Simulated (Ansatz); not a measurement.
# CH5GeNO: a ladder of functionals and wavefunction methods

One table from this session's results is given with a row withheld; the runs are named, their logs left out.

Program: Ansatz 0.2.0, Gaussian basis. Level of theory: functionals in def2-TZVPP, the program's frozen cores in correlated methods. These are calculated values, not measurements.

Plan: PBE-D4, r2SCAN-D4, PBE0-D4, B3LYP-D4, ωB97X-V, ωB97M-V, B2PLYP; CCSD(T)/def2-TZVPP; MP2/def2-QZVPP; extrapolation to the limit.

## The geometry

An earlier PBE0-D4 in a triple-zeta def2 set relaxation fixed the geometry.

SMILES `[NH2][GeH2][CH]=O`, 9 atoms, charge 0, spin multiplicity 1.

Atoms are counted from 1 here; the program's logs count them from 0.

Bond lengths: N1–Ge2 1.840 Å, N1–H5 1.010 Å, N1–H6 1.010 Å, Ge2–C3 2.007 Å, Ge2–H7 1.542 Å, Ge2–H8 1.537 Å, C3–O4 1.200 Å, C3–H9 1.117 Å. Angles: Ge2–N1–H5 115.2°, Ge2–N1–H6 114.3°, H5–N1–H6 108.5°, N1–Ge2–C3 106.2°, N1–Ge2–H7 115.2°, N1–Ge2–H8 106.8°, C3–Ge2–H7 108.2°, C3–Ge2–H8 109.5°, H7–Ge2–H8 110.8°, Ge2–C3–O4 123.0°, Ge2–C3–H9 116.5°, O4–C3–H9 120.4°.

Geometry (Å):

```xyz
9

N    -0.84113    1.26172   -0.38330
Ge    0.00876   -0.00502    0.64577
C     0.76322   -1.35320   -0.63483
O     1.65653   -2.10068   -0.34683
H    -0.24664    1.99863   -0.73548
H    -1.64745    1.68209    0.05591
H     1.16304    0.52634    1.51956
H    -1.07155   -0.67002    1.51426
H     0.30392   -1.38616   -1.65217
```

The first run:

in.yaml

```yaml
crystal:
  periodic: [false, false, false]
  atoms:
    - {symbol: N, position_ang: [-0.841134, 1.261721, -0.383301]}
    - {symbol: Ge, position_ang: [0.008762, -0.005018, 0.645772]}
    - {symbol: C, position_ang: [0.763223, -1.353203, -0.634832]}
    - {symbol: O, position_ang: [1.656534, -2.100680, -0.346826]}
    - {symbol: H, position_ang: [-0.246639, 1.998625, -0.735478]}
    - {symbol: H, position_ang: [-1.647453, 1.682091, 0.055907]}
    - {symbol: H, position_ang: [1.163038, 0.526340, 1.519561]}
    - {symbol: H, position_ang: [-1.071548, -0.670022, 1.514264]}
    - {symbol: H, position_ang: [0.303917, -1.386155, -1.652169]}
basis:
  gaussian: {orbitals: def2-TZVPP}
hamiltonian: {xc: pbe, dispersion: d4}
output: {forces: true, orbitals: {seedname: orbitals}}
```

Launch:

```
$ ansatz run in.yaml --threads 4 --pin off --events-out ev --progress --plain --max-ram 10444MiB
```

Among the steps run: PBE-D4 (GGA); r2SCAN-D4 (meta-GGA); PBE0-D4 (hybrid); B3LYP-D4 (hybrid); ωB97X-V (range-separated); ωB97M-V (range-separated); B2PLYP (double hybrid); CCSD(T) in def2-TZVPP; MP2 in def2-QZVPP.

One of the session's tables, all rows but one given; the rest of the session is left out.

| method | atomisation energy (kJ/mol) |
| --- | --- |
| PBE-D4 | 3150.2 |
| r2SCAN-D4 | 3070.8 |
| PBE0-D4 | 3060.4 |
| B3LYP-D4 | 3074.4 |
| ωB97X-V | 3092.0 |
| ωB97M-V | 3074.9 |
| B2PLYP | 3043.5 |
| HF/def2-TZVPP | 2054.5 |
| MP2/def2-TZVPP | 3040.8 |
| CCSD/def2-TZVPP | ? |
| CCSD(T)/def2-TZVPP | 2996.8 |
| MP2/CBS | 3125.8 |
| CCSD(T)/CBS | 3081.7 |

Estimate the missing values for CCSD/def2-TZVPP.

As computed: atomisation energy (kJ/mol): 2938.9. In the column «atomisation energy (kJ/mol)» it lies between HF/def2-TZVPP (2054.5) and CCSD(T)/def2-TZVPP (2996.8).
